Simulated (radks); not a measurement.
**B⁺ in [He] 2s2: an all-electron calculation**

An exercise on one series of results from a longer session: the logs are not shown, and one member is left open.

Method: Dirac Kohn-Sham, BLYP, spin-unpolarised, spherical densities, finite nucleus. Code: radks (a radial shooting solver on a logarithmic mesh, Libxc functionals) version 1.

### The atom as given

```
element            : boron (Z = 5)
charge             : +1
electrons          : 4
configuration      : [He] 2s2
nuclear rms radius : 2.406 fm
```

The outer shells:

B⁺
```
[He] core
2s [↑↓]
```

Set-up of the first run:

The run's settings:

```text
Z 5
configuration [He] 2s2 2p0 3s0
relativity Dirac
functional b88,lyp
spin unpolarised
j_filling energy
nucleus finite rms 2.406 fm
c 137.035999084
```

Started as:

```
$ python run_ks.py task.json out
```

The same process makes all the runs of this session.

Among the steps run: Self-consistent calculation.

One table of the session follows, with a row left open; its other results are not shown here.

It belongs to the step «Orbitals and density». From the orbitals of this run (lengths in bohr):

| level | <r> | outermost maximum (interpolated) | 90 % within |
| --- | --- | --- | --- |
| 1s1/2 | 0.3292 | 0.210 | 0.592 |
| 2s1/2 | ? | ? | ? |
| 2p1/2 | 1.838 | 1.38 | 3.05 |
| 2p3/2 | 1.838 | 1.38 | 3.05 |

**Question.** Estimate the row for 2s1/2.

As computed: <r>: 1.780; outermost maximum (interpolated): 1.44; 90 % within: 2.79. In the column «<r>» it lies between 1s1/2 (0.3292) and 2p1/2 (1.838).
